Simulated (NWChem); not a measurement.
**CH6SSi2 (SMILES C1[SiH2][SiH2]S1) at 4 levels**

We compute a comparison of 4 runs (HF/STO-3G, HF/3-21G, B3LYP/6-31G*) of CH6SSi2. 

Program for the calculation: NWChem 7.3.0.

### Step 1. The molecule

CH6SSi2 has 10 atoms, charge 0, and is taken as a singlet. As SMILES, `C1[SiH2][SiH2]S1`. Geometry: relaxed at PBE0-D4/def2-TZVP.

Bond lengths: C1–Si2 1.899 Å, Si2–Si3 2.320 Å, C1–S4 1.842 Å, Si3–S4 2.160 Å, C1–H5 1.091 Å, C1–H6 1.091 Å, Si2–H7 1.487 Å, Si2–H8 1.490 Å, Si3–H9 1.490 Å, Si3–H10 1.487 Å. Some angles: C1–Si2–Si3 84.4°, Si2–C1–S4 100.0°, Si2–Si3–S4 79.4°, C1–S4–Si3 90.5°, C1–Si2–H7 110.3°, C1–Si2–H8 116.0°, Si3–Si2–H7 111.7°, Si3–Si2–H8 123.6°, Si2–C1–H5 113.5°, Si2–C1–H6 115.1°.

### Step 2. Energy and forces at HF/STO-3G (run 1)

File mol.xyz:

```xyz
10

C     -0.576700     1.262100     0.093300
Si    -0.831300    -0.520100    -0.510300
Si     1.324300    -0.855300     0.279600
S      0.830500     1.008300     1.253900
H     -0.282700     1.951300    -0.699500
H     -1.419600     1.691400     0.636400
H     -1.839900    -1.212000     0.336100
H     -1.218800    -0.677200    -1.940600
H      2.458200    -0.749700    -0.680600
H      1.639000    -1.950200     1.234600
```

File run.py:

```python
from ase.io import read
from ase.calculators.nwchem import NWChem

molecule = read('mol.xyz')

calc = NWChem(
    label='mol',
    theory='scf',
    memory='2200 mb',
    basis='STO-3G',
    basispar='spherical bse',
    scf={'nopen': '0', 'rhf': None, 'thresh': '1e-08', 'maxiter': '80'},
)
molecule.calc = calc

forces = molecule.get_forces()
print("Total energy (eV):", round(molecule.get_potential_energy(), 6))
print("forces (eV/A):")
for s, f in zip(molecule.symbols, forces):
    print(f"{s:2s} {f[0]:10.5f} {f[1]:10.5f} {f[2]:10.5f}")
print("dipole (e A):", molecule.get_dipole_moment().round(4))
```

On the command line:

```console
export ASE_NWCHEM_COMMAND="nwchem PREFIX.nwi > PREFIX.nwo"
python run.py
```

Standard output:

```text
Total energy (eV): -27355.696112
forces (eV/A):
C     0.48038   -0.67970    0.59259
Si   -0.16933   -1.02484   -0.34268
Si   -0.30308   -0.09950   -0.22996
S     0.25531   -0.00915   -0.36541
H    -0.25881   -0.12382    0.12922
H     0.14702   -0.01517   -0.33162
H     1.06619    0.77077   -1.00587
H     0.47000    0.16794    1.59691
H    -1.28205   -0.12583    1.04541
H    -0.40557    1.13931   -1.08861
dipole (e A): [-0.0789 -0.2979 -0.2727]
```

The calculator wrote mol.nwi:

```
title "mol"

permanent_dir mol

scratch_dir mol

start mol

geometry units angstrom nocenter noautosym noautoz
  C  -5.7669999999999999e-01 1.2621000000000000e+00 9.3299999999999994e-02
  Si -8.3130000000000004e-01 -5.2010000000000001e-01 -5.1029999999999998e-01
  Si 1.3243000000000000e+00 -8.5529999999999995e-01 2.7960000000000002e-01
  S  8.3050000000000002e-01 1.0083000000000000e+00 1.2539000000000000e+00
  H  -2.8270000000000001e-01 1.9513000000000000e+00 -6.9950000000000001e-01
  H  -1.4196000000000000e+00 1.6914000000000000e+00 6.3639999999999997e-01
  H  -1.8399000000000001e+00 -1.2120000000000000e+00 3.3610000000000001e-01
  H  -1.2188000000000001e+00 -6.7720000000000002e-01 -1.9406000000000001e+00
  H  2.4582000000000002e+00 -7.4970000000000003e-01 -6.8059999999999998e-01
  H  1.6390000000000000e+00 -1.9501999999999999e+00 1.2345999999999999e+00
end

memory 2200 mb

basis spherical bse noprint
   * library STO-3G
end

scf
  nopen 0
  rhf
  thresh 1e-08
  maxiter 80
end

task scf gradient
```

mol.nwo:

```text
Northwest Computational Chemistry Package (NWChem) 7.3.0
             --------------------------------------------------------

           Job information
           ---------------

    nwchem branch   = 7.3.0
    use scalapack   = T
    input           = mol.nwi
    prefix          = mol.
    data base       = mol/mol.db
    status          = startup
    nproc           =        1

           Memory information
           ------------------

[... 5 lines left out ...]
    hardfail = no
[... 142 lines left out ...]
         Quadratically convergent ROHF
[... 14 lines left out ...]
       Final RHF  results
[... 4 lines left out ...]
      Two-electron energy =    667.516389755722
[... 47 lines left out ...]
                       ROHF Final Molecular Orbital Analysis
[... 222 lines left out ...]
                 ----------------------------------------
                 |  Time  |  1-e(secs)   |  2-e(secs)   |
                 ----------------------------------------
                 |  CPU   |       0.00   |       0.48   |
                 ----------------------------------------
                 |  WALL  |       0.00   |       0.48   |
                 ----------------------------------------

 Task  times  cpu:        2.7s     wall:        2.7s
 Total times  cpu:        2.7s     wall:        2.7s
```

Wall time 3.9 s (1 thread of Intel Xeon 6975P-C (Granite Rapids), shared host); peak memory 0.096 GiB.

### Step 3. Energy and forces at HF/3-21G (run 2)

File mymol.nw:

```
start mymol
title "CH6SSi2"
memory 2200 mb
charge 0

geometry units angstroms noautosym nocenter noautoz
C       -0.576700       1.262100       0.093300
Si      -0.831300      -0.520100      -0.510300
Si       1.324300      -0.855300       0.279600
S        0.830500       1.008300       1.253900
H       -0.282700       1.951300      -0.699500
H       -1.419600       1.691400       0.636400
H       -1.839900      -1.212000       0.336100
H       -1.218800      -0.677200      -1.940600
H        2.458200      -0.749700      -0.680600
H        1.639000      -1.950200       1.234600
end

basis spherical bse
* library 3-21G
end

scf
thresh 1e-08
maxiter 80
end

task scf gradient
```

On the command line:

```console
nwchem mymol.nw > mymol.out
```

Standard output:

```text
[...]
  functions       =    60
[...]
  wavefunction    = RHF
[...]
         Total SCF energy =  -1011.479100570005
      One-electron energy =  -1948.656642599847
      Two-electron energy =    661.856085348219
 Nuclear repulsion energy =    275.321456681622
        Time for solution =      2.3s
[...]
                         RHF ENERGY GRADIENTS
    atom               coordinates                        gradient
                 x          y          z           x          y          z
   1 C      -1.089805   2.385023   0.176311    0.023196  -0.020074   0.013186
   2 Si     -1.570929  -0.982846  -0.964327    0.022099   0.013119   0.017302
   3 Si      2.502564  -1.616283   0.528367   -0.022366   0.032930   0.010281
   4 S       1.569417   1.905411   2.369527   -0.020492  -0.033486  -0.039460
   5 H      -0.534226   3.687422  -1.321863    0.002247   0.004753  -0.005776
   6 H      -2.682655   3.196283   1.202622   -0.006352   0.002788   0.004886
   7 H      -3.476907  -2.290348   0.635137   -0.001009   0.000401  -0.000237
   8 H      -2.303198  -1.279722  -3.667202   -0.001387   0.000764  -0.000860
   9 H       4.645324  -1.416728  -1.286148    0.002502  -0.000502  -0.000301
  10 H       3.097261  -3.685344   2.333056    0.001562  -0.000694   0.000980
[...]
```

Run time: 3.9 s. Hardware: 1 thread of Intel Xeon 6975P-C (Granite Rapids), shared host; peak memory 0.091 GiB.

Run 3 isn't shown in full; the table further down has it.

### Step 4. Energy and forces at B3LYP/6-31G(d) (Cartesian functions) (run 4)

File run.py:

```python
from ase import Atoms
from ase.calculators.nwchem import NWChem

molecule = Atoms('CSiSiSHHHHHH', positions=[
    [-0.576700, 1.262100, 0.093300],
    [-0.831300, -0.520100, -0.510300],
    [1.324300, -0.855300, 0.279600],
    [0.830500, 1.008300, 1.253900],
    [-0.282700, 1.951300, -0.699500],
    [-1.419600, 1.691400, 0.636400],
    [-1.839900, -1.212000, 0.336100],
    [-1.218800, -0.677200, -1.940600],
    [2.458200, -0.749700, -0.680600],
    [1.639000, -1.950200, 1.234600],
])

calc = NWChem(
    label='run',
    theory='dft',
    memory='2200 mb',
    basis='6-31G*',
    dft={'xc': 'b3lyp', 'mult': '1', 'grid': 'xfine', 'convergence': 'energy 1e-08', 'iterations': '100', 'mulliken': None},
)
molecule.calc = calc

forces = molecule.get_forces()
e = molecule.get_potential_energy()
print(f"E = {e:.6f} eV")
print("forces (eV/A):")
for s, f in zip(molecule.symbols, forces):
    print(f"{s:2s} {f[0]:10.5f} {f[1]:10.5f} {f[2]:10.5f}")
print("dipole (e A):", molecule.get_dipole_moment().round(4))
```

On the command line:

```console
export ASE_NWCHEM_COMMAND="nwchem PREFIX.nwi > PREFIX.nwo"
python run.py
```

Standard output:

```text
E = -27725.651353 eV
forces (eV/A):
C    -0.27696    0.18167   -0.15920
Si   -0.21032   -0.26225   -0.21654
Si    0.17617   -0.27151   -0.09189
S     0.41667    0.32298    0.58806
H    -0.02129    0.07955   -0.07287
H    -0.08181    0.06844    0.00751
H    -0.02674   -0.02561   -0.00612
H    -0.01738   -0.02484   -0.03101
H     0.02381   -0.03276   -0.02617
H     0.01789   -0.03564    0.00828
dipole (e A): [-0.1819 -0.1364 -0.2876]
```

The calculator wrote run.nwi:

```
title "run"

permanent_dir run

scratch_dir run

start run

geometry units angstrom nocenter noautosym noautoz
  C  -5.7669999999999999e-01 1.2621000000000000e+00 9.3299999999999994e-02
  Si -8.3130000000000004e-01 -5.2010000000000001e-01 -5.1029999999999998e-01
  Si 1.3243000000000000e+00 -8.5529999999999995e-01 2.7960000000000002e-01
  S  8.3050000000000002e-01 1.0083000000000000e+00 1.2539000000000000e+00
  H  -2.8270000000000001e-01 1.9513000000000000e+00 -6.9950000000000001e-01
  H  -1.4196000000000000e+00 1.6914000000000000e+00 6.3639999999999997e-01
  H  -1.8399000000000001e+00 -1.2120000000000000e+00 3.3610000000000001e-01
  H  -1.2188000000000001e+00 -6.7720000000000002e-01 -1.9406000000000001e+00
  H  2.4582000000000002e+00 -7.4970000000000003e-01 -6.8059999999999998e-01
  H  1.6390000000000000e+00 -1.9501999999999999e+00 1.2345999999999999e+00
end

memory 2200 mb

basis noprint
   * library 6-31G*
end

dft
  xc b3lyp
  mult 1
  grid xfine
  convergence energy 1e-08
  iterations 100
  mulliken
end

task dft gradient
```

run.nwo:

```text
Northwest Computational Chemistry Package (NWChem) 7.3.0
             --------------------------------------------------------

           Job information
           ---------------

    nwchem branch   = 7.3.0
    use scalapack   = T
    input           = run.nwi
    prefix          = run.
    data base       = run/run.db
    status          = startup
    nproc           =        1

           Memory information
           ------------------

[... 5 lines left out ...]
    hardfail = no
[... 113 lines left out ...]
  convergence criterion.
[... 43 lines left out ...]
          Spatial weights used:  Erf1
[... 32 lines left out ...]
 1-e energy   =   -1952.660767
[... 48 lines left out ...]
           Coulomb energy =      737.015599555557
[... 660 lines left out ...]
          Convergence on density requested:  1.00D-05
[... 29 lines left out ...]
          total energy or number of iterations.
[... 36 lines left out ...]
                 ----------------------------------------
                 |  Time  |  1-e(secs)   |  2-e(secs)   |
                 ----------------------------------------
                 |  CPU   |       0.01   |       4.20   |
                 ----------------------------------------
                 |  WALL  |       0.01   |       4.20   |
                 ----------------------------------------

 Task  times  cpu:       41.3s     wall:       41.3s
 Total times  cpu:       41.4s     wall:       41.4s
```

Wall time 43 s (1 thread of Intel Xeon 6975P-C (Granite Rapids), shared host); peak memory 0.15 GiB.

### Step 5. All runs side by side

| run | level | iteration cap | module | energy (Eh) | dipole moment (D) | HOMO energy (eV) | LUMO energy (eV) | wall time |
| --- | --- | --- | --- | --- | --- | --- | --- | --- |
| 1 | HF/STO-3G | 80 | scf | -1005.303298 | 1.98 | -6.16 | 9.54 | 3.9 s |
| 2 | HF/3-21G | 80 | scf | -1011.479101 | 2.80 | -9.54 | 2.69 | 3.9 s |
| 3 | B3LYP/6-31G* (spherical functions) | 100 | dft | -1018.891811 | 1.76 | -6.46 | -0.53 | 41 s |
| 4 | B3LYP/6-31G* (Cartesian functions) | 100 | dft | -1018.898902 | 1.76 | -6.46 | -0.53 | 43 s |

### Step 6. What came out

| quantity | value |
| --- | --- |
| run 4: total energy | -1018.89890 Eh |
| run 4: dipole moment | 1.76 D |
| run 4: HOMO energy | -6.46 eV |
| run 4: LUMO energy | -0.53 eV |
| run 4: HOMO–LUMO gap | 5.93 eV |
| run 4: largest force on an atom | 0.790 eV/Å |

The dipole moment (its size) runs from 1.76 D (B3LYP/6-31G*) to 2.80 D (HF/3-21G). The two ends differ in method and basis. The HOMO–LUMO gap runs from 5.93 eV (B3LYP/6-31G*) to 15.70 eV (HF/STO-3G). In run 1 the basis is minimal, so the values are rough. All runs together took 92 s, the longest 43 s.
